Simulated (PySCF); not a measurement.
# CoH8S4 ([Co(H2S)4]2+): the cost of one run

Computed with PySCF 2.14.0 and routines of our own; the level stands in each step. Atoms count from 0.

### 1 The system as given

13 atoms, charge 2, states of the metal's open shell are computed; geometry from: model geometry, bond lengths from ionic radii.

### 2 Ligand-field states: state-averaged CASSCF

Job settings and geometry (Å):

```
{"job": {"kind": "lf", "basis": {"metal": "x2c-TZVPall", "ligand": "x2c-SVPall"}, "nevpt": true}, "charge": 2, "metal": "Co", "open_shell": "d7"}
Co     0.000000     0.000000     0.000000
S      2.425000     0.000000     0.000000
H      2.725000     0.880000     0.970000
H      2.725000     0.880000    -0.970000
S     -2.425000     0.000000     0.000000
H     -2.725000    -0.880000     0.970000
H     -2.725000    -0.880000    -0.970000
S      0.000000     2.425000     0.000000
H      0.970000     2.725000     0.880000
H     -0.970000     2.725000     0.880000
S     -0.000000    -2.425000     0.000000
H      0.970000    -2.725000    -0.880000
H     -0.970000    -2.725000    -0.880000
```

Method: state-averaged CASSCF of the metal d shell, SC-NEVPT2 on the averaged canonical orbitals, state-interaction spin-orbit coupling.

The run is started by

```bash
> OMP_NUM_THREADS=1 python lf_run.py task.json out
```

The driver reads the jobs from task.json and runs them one after another.

Q: Estimate the wall time and peak memory of this first job on 1 thread of Intel Xeon 6975P-C, shared host.

About 12 s, with a peak of 0.38 GiB.
